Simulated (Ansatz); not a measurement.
# C2H6AlBO: one species, many methods

How much do the methods differ for C2H6AlBO? The plan is to run it at one geometry with functionals of several rungs and with coupled cluster. The yardstick is the atomisation energy at the CCSD(T) limit.

Method: functionals in def2-TZVPP, the program's frozen cores in correlated methods; program: Ansatz 0.2.0, Gaussian basis.

Levels to be run: PBE-D4, r2SCAN-D4, PBE0-D4, B3LYP-D4, ωB97X-V, ωB97M-V, B2PLYP; CCSD(T)/def2-TZVPP; MP2/def2-QZVPP; extrapolation to the limit.

## 1. The geometry

An earlier PBE0-D4 in a triple-zeta def2 set relaxation fixed the geometry.

SMILES `[AlH2][O]B1CC1`, 11 atoms, charge 0, spin multiplicity 1.

Atoms are counted from 1 here; the program's logs count them from 0.

Bond lengths: Al1–O2 1.685 Å, Al1–H6 1.576 Å, Al1–H7 1.576 Å, O2–B3 1.323 Å, B3–C4 1.524 Å, B3–C5 1.524 Å, C4–C5 1.574 Å, C4–H8 1.087 Å, C4–H9 1.087 Å, C5–H10 1.087 Å, C5–H11 1.087 Å. Angles: O2–Al1–H6 117.1°, O2–Al1–H7 117.1°, H6–Al1–H7 125.8°, Al1–O2–B3 179.8°, O2–B3–C4 148.9°, O2–B3–C5 148.9°, C4–B3–C5 62.1°, B3–C4–C5 58.9°, B3–C4–H8 121.2°, B3–C4–H9 121.1°, C5–C4–H8 116.3°, C5–C4–H9 116.3°, H8–C4–H9 112.4°, B3–C5–C4 58.9°, B3–C5–H10 121.2°, B3–C5–H11 121.1°, C4–C5–H10 116.3°, C4–C5–H11 116.3° and more.

## 2. PBE-D4 (GGA)

File in.yaml:

```yaml
crystal:
  periodic: [false, false, false]
  atoms:
    - {symbol: Al, position_ang: [-1.236388, 2.478221, -0.161153]}
    - {symbol: O, position_ang: [-0.481956, 0.975206, -0.060793]}
    - {symbol: B, position_ang: [0.107682, -0.206130, 0.015781]}
    - {symbol: C, position_ang: [0.344749, -1.499347, 0.787161]}
    - {symbol: C, position_ang: [1.034898, -1.245297, -0.603913]}
    - {symbol: H, position_ang: [-0.464971, 3.710650, 0.447401]}
    - {symbol: H, position_ang: [-2.650713, 2.526721, -0.855188]}
    - {symbol: H, position_ang: [-0.407296, -2.283428, 0.815799]}
    - {symbol: H, position_ang: [1.001672, -1.524173, 1.652661]}
    - {symbol: H, position_ang: [2.113926, -1.116192, -0.590041]}
    - {symbol: H, position_ang: [0.703796, -1.873230, -1.426914]}
basis:
  gaussian: {orbitals: def2-TZVPP}
hamiltonian: {xc: pbe, dispersion: d4}
output: {forces: true, orbitals: {seedname: orbitals}}
```

Launch:

```sh
$ ansatz run in.yaml --threads 4 --pin off --events-out ev --progress --plain --max-ram 10444MiB
```

After this run come: r2SCAN-D4 (meta-GGA); PBE0-D4 (hybrid); B3LYP-D4 (hybrid); ωB97X-V (range-separated); ωB97M-V (range-separated); B2PLYP (double hybrid); CCSD(T) in def2-TZVPP; MP2 in def2-QZVPP.

**Question.** What will the summary of the whole plan be? Wanted: atomisation energy, CCSD(T)/CBS; farthest; mean size of error, hybrid; mean size of error, range-separated; gap, smallest and largest; T1 diagnostic; triples share of the correlation energy.

As calculated:

| quantity | value |
| --- | --- |
| atomisation energy, CCSD(T)/CBS | 4219.1 kJ/mol |
| functionals within 21.1 kJ/mol (0.5 %) | B3LYP-D4 |
| farthest | PBE-D4 (+82.4 kJ/mol) |
| mean size of error, hybrid | 17.1 kJ/mol |
| mean size of error, range-separated | 26.5 kJ/mol |
| gap, smallest and largest | 3.30 eV (PBE-D4), 9.55 eV (ωB97X-V) |
| T1 diagnostic | 0.0126 |
| triples share of the correlation energy | 3.7 % |

What this shows: PBE-D4 is off by +82.4 kJ/mol. Double hybrids carry the basis error of their MP2 part in triple zeta, and no dispersion term here, so their miss is partly the set-up's. The reference freezes the cores and leaves out relativity and excitations past (T), so misses under about 21.1 kJ/mol can't be ranked. Hartree-Fock recovers 76 % of the binding; the rest is correlation. The gap grows from 3.3 to 9.5 eV across the functionals, mostly with the share of exact exchange.
